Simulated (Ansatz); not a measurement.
**Sc3Hg (Pm-3m): relaxations under a series of pressures**

A script is to give relaxations under a series of pressures; the system is Sc3Hg (Pm-3m).

Program: Ansatz 0.2.0, driven from Python. Level of theory: DFT PBEsol, plane waves, PAW. These are calculated values, not measurements.

## (1) Starting point

The structure is cubic, space group Pm-3m (No. 221). The conventional cell has a = 4.465 Å, b = 4.465 Å, c = 4.465 Å, α = 90.00°, β = 90.00°, γ = 90.00°. Sc (site symmetry 4/mmm) is surrounded by 8 Sc at 3.16 Å and 4 Hg at 3.16 Å. Hg (site symmetry m-3m) has 12 Sc at 3.16 Å as nearest neighbours.

The script holds or builds the structure itself.

## (2) The script

sc3hg_compress.py reads:

```python
'''Volume and enthalpy of Sc3Hg against pressure.'''

import ansatz as az
import numpy as np
import pandas as pd

def edges_and_angles(cell):
    cell = np.asarray(cell)
    a, b, c = np.linalg.norm(cell, axis=1)
    cosines = cell[1] @ cell[2] / (b * c), cell[0] @ cell[2] / (a * c), cell[0] @ cell[1] / (a * b)
    return (a, b, c, *np.degrees(np.arccos(cosines)))

system = (
    az.Lattice.of([4.464651, 0.0, 0.0], [0.0, 4.464651, 0.0], [0.0, 0.0, 4.464651])
    .atom('Sc', [0.0, 0.5, 0.5])
    .atom('Sc', [0.5, 0.0, 0.5])
    .atom('Sc', [0.5, 0.5, 0.0])
    .atom('Hg', [0.0, 0.0, 0.0])
)

model = (
    system.calculation()
    .functional('pbesol')
    .pseudopotentials('paw')
    .occupations('Fermi-Dirac', width=100 * az.meV)
    .kpoints(6, center='gamma')
    .basis(34 * az.Ry)
)

# H = F + PV, with 1 GPa A^3 = 1/160.21766 eV
rows = []
for pressure in [0, 2, 4, 6, 8]:
    outcome = model.relax(cell=True, pressure=pressure, force_tolerance=0.05, max_steps=100).run()
    cell = outcome.lattice.cell_ang
    n_atoms = len(outcome.lattice.sites)
    volume = abs(np.linalg.det(cell)) / n_atoms
    enthalpy = outcome.report['free_energy_ev'] / n_atoms + pressure * volume / 160.21766
    rows.append((pressure, volume, enthalpy, *edges_and_angles(cell)))
    print(f'{pressure} GPa done: {volume:.4f} A^3/atom')

table = pd.DataFrame(rows, columns=['P_GPa', 'V_A3_atom', 'H_eV_atom', 'a', 'b', 'c', 'alpha', 'beta', 'gamma'])
print(table.round(4).to_string(index=False))
p, v = np.array([row[0] for row in rows], float), np.array([row[1] for row in rows])
print('mean bulk modulus between rows (GPa):', np.round(-np.diff(p) / np.diff(np.log(v)), 1))
```

## (3) The input behind the calls

The engine receives this input (first run):

```yaml
crystal:
  lattice:
    - [4.464651, 0.0, 0.0]
    - [0.0, 4.464651, 0.0]
    - [0.0, 0.0, 4.464651]
  atoms:
    - { symbol: Sc, position: [0.0, 0.5, 0.5] }
    - { symbol: Sc, position: [0.5, 0.0, 0.5] }
    - { symbol: Sc, position: [0.5, 0.5, 0.0] }
    - { symbol: Hg, position: [0.0, 0.0, 0.0] }
basis:
  ecutwfc: 462.593566181796
kpoints:
  mp_grid:
    grid: [6, 6, 6]
    shift: [0.0, 0.0, 0.0]
hamiltonian:
  xc: pbesol
  pseudopotentials:
    kind: paw
scf:
  occupations:
    method: fermi_dirac
    width: 0.1
relax:
  f_tol: 0.05
  max_steps: 100
  cell:
    p_target: 0.0
```

## (4) Running it

Launch:

```bash
$ python sc3hg_compress.py
```

**Question.** How far does the cell shrink over this series of pressures, and what bulk modulus does the first step imply?

**Answer**, as computed:

| quantity | value |
| --- | --- |
| bulk modulus between neighbouring pressures | 75.9 to 97.4 GPa |
| runs compared | 5 |
| range of energy | 43.70 meV/atom |

**Reading.** The crystal stiffens as it is compressed. The volume falls from 21.42 Å³ an atom at 0 GPa to 19.52 at 8 GPa, by 8.9 %. Between 0 and 2 GPa, -V dP/dV is about 76 GPa, a mean over that step. In run 1, the volume shrank by 3.7 % over 3 moves, and the space group stayed Pm-3m. In run 5, the volume shrank by 12.2 % over 3 moves under the 8 GPa asked, and the space group stayed Pm-3m. Notes:
- Spin is left out of this run.
- At a fixed pressure a relaxation lowers the enthalpy F + PV, while F alone can rise.
- For a metal this k-point mesh is coarse: on a finer one energies can move by several to tens of meV an atom and pressures by half a GPa or more, differences at one mesh by less.
- Spin-orbit coupling, which matters for elements this heavy, is left out.
- This cell is a computed structure, which may not be the phase found in nature.
- Symmetry holds the cell in this phase, so another phase that may be stable under pressure is not reached.
